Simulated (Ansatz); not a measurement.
# SrTiO3: the cost of one run

Computed with Ansatz 0.2.0 (DFT r²SCAN, frozen-core PAW, scalar-relativistic unless said, unless a step's input says otherwise).

3 further runs of the same task are left out: 3 set aside as unsound or not needed.

## Step 1: The starting structure

It takes space group Pm-3m (No. 221, cubic). The conventional cell has a = 3.905 Å, b = 3.905 Å, c = 3.905 Å, α = 90.00°, β = 90.00°, γ = 90.00°. Sr (site symmetry m-3m) has 12 O at 2.76 Å in its first shell of neighbours. Ti (site symmetry m-3m) has 6 O at 1.95 Å in its first shell of neighbours. O (site symmetry 4/mmm) is surrounded by 2 Ti at 1.95 Å and 4 Sr at 2.76 Å.

Structure file:

```
CELL_PARAMETERS angstrom
3.90528 0.00000 0.00000
0.00000 3.90528 0.00000
0.00000 0.00000 3.90528
ATOMIC_POSITIONS crystal
Sr 0.50000 0.50000 0.50000
Ti 0.00000 0.00000 0.00000
O 0.50000 0.00000 0.00000
O 0.00000 0.50000 0.00000
O 0.00000 0.00000 0.50000
```

Cartesian axes are those of the input's lattice vectors. The structure goes back to a database entry.

## Step 2: Cell and atoms relaxed, PAW

The input, input.yaml:

```yaml
crystal:
  lattice:
    - [3.90528, 0.0, 0.0]
    - [0.0, 3.90528, 0.0]
    - [0.0, 0.0, 3.90528]
  atoms:
    - { symbol: Sr, position: [0.5, 0.5, 0.5] }
    - { symbol: Ti, position: [0.0, 0.0, 0.0] }
    - { symbol: O, position: [0.5, 0.0, 0.0] }
    - { symbol: O, position: [0.0, 0.5, 0.0] }
    - { symbol: O, position: [0.0, 0.0, 0.5] }
kpoints:
  mp_grid: { grid: [8, 8, 8] }
scf:
  occupations: { method: fermi_dirac, width: 0.1 }
hamiltonian:
  xc: r2scan
  pseudopotentials: { kind: paw }
relax:
  f_tol: 0.002
  max_steps: 80
  cell: {}
output:
  forces: true
  stress: true
```

The run is started by

```bash
$ ansatz run input.yaml --threads 2 --pin off --max-ram 6144MiB --backend cpu --events-out ev --progress --plain --runs-dir out
```

**Question.** How long does this run take on 2 threads of Arm Neoverse V2, shared host, and how much memory does it need?

About 8.4 s, with a peak of 0.5 GiB.
